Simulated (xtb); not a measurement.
**GFN1-xTB (GBSA acetonitrile, surface grid tight) run of C3BN3 (SMILES N#CB(C#N)C#N)**

Aim: an optimisation with harmonic vibrations of C3BN3. 

The results are computed with xtb 6.7.1.

2 further runs of the same task are left out: 1 that didn't finish, 1 set aside as unsound or not needed.

**1. The structure to begin with**

C3BN3: 7 atoms, total charge 0, spin state singlet. SMILES: `N#CB(C#N)C#N`. Geometry: relaxed at PBE0-D4/def2-TZVP. The run starts from this shape.

Bond lengths: N1–C2 1.153 Å, C2–B3 1.519 Å, B3–C4 1.519 Å, C4–N5 1.153 Å, B3–C6 1.519 Å, C6–N7 1.153 Å. Angles: N1–C2–B3 180.0°, C2–B3–C4 120.0°, C2–B3–C6 120.0°, C4–B3–C6 120.0°, B3–C4–N5 180.0°, B3–C6–N7 180.0°.

**2. An optimisation with harmonic vibrations at GFN1-xTB (GBSA acetonitrile, surface grid tight)**

input.inp reads:

```
$chrg 0
$spin 0
$gbsa
   gbsagrid=tight
$end
```

input.sdf reads:

```

     RDKit          3D

  7  6  0  0  0  0  0  0  0  0999 V2000
    1.1908   -2.1229    1.1228 N   0  0  0  0  0  0  0  0  0  0  0  0
    0.6808   -1.2112    0.6356 C   0  0  0  0  0  0  0  0  0  0  0  0
    0.0087   -0.0097   -0.0065 B   0  0  0  0  0  0  0  0  0  0  0  0
   -1.1733   -0.2093   -0.9396 C   0  0  0  0  0  0  0  0  0  0  0  0
   -2.0701   -0.3607   -1.6477 N   0  0  0  0  0  0  0  0  0  0  0  0
    0.5187    1.3914    0.2845 C   0  0  0  0  0  0  0  0  0  0  0  0
    0.9056    2.4544    0.5052 N   0  0  0  0  0  0  0  0  0  0  0  0
  2  1  3  0
  3  2  1  0
  4  3  1  0
  5  4  3  0
  6  3  1  0
  7  6  3  0
M  END
$$$$
```

On the command line:

```
$ xtb input.sdf --gfn 1 --cma --gbsa acetonitrile --ohess normal -I input.inp > input.out 2> xtb.err
```

Q: Predict the results. Wanted: total energy at the end; dipole moment; HOMO energy; LUMO energy; HOMO–LUMO gap; dispersion energy; solvent term in the energy; lowest harmonic wavenumber; highest harmonic wavenumber.

**Answer.** As computed:

At GFN1-xTB (GBSA acetonitrile, surface grid tight):

| quantity | value |
| --- | --- |
| total energy at the end | -17.21466 Eh |
| dipole moment | 0.00 D |
| HOMO energy | -13.55 eV |
| LUMO energy | -10.57 eV |
| HOMO–LUMO gap | 2.98 eV |
| dispersion energy | -7.23 kJ/mol |
| solvent term in the energy | -31.0 kJ/mol |
| lowest harmonic wavenumber | 102 cm⁻¹ |
| highest harmonic wavenumber | 2321 cm⁻¹ |
| zero-point energy | 74.6 kJ/mol |

At the final geometry: Bond lengths: N1–C2 1.153 Å, C2–B3 1.523 Å, B3–C4 1.523 Å, C4–N5 1.153 Å, B3–C6 1.523 Å, C6–N7 1.153 Å. Angles: N1–C2–B3 180.0°, C2–B3–C4 120.0°, C2–B3–C6 120.0°, C4–B3–C6 120.0°, B3–C4–N5 180.0°, B3–C6–N7 179.9°. All 15 modes are real, so the shape is a minimum at this level.
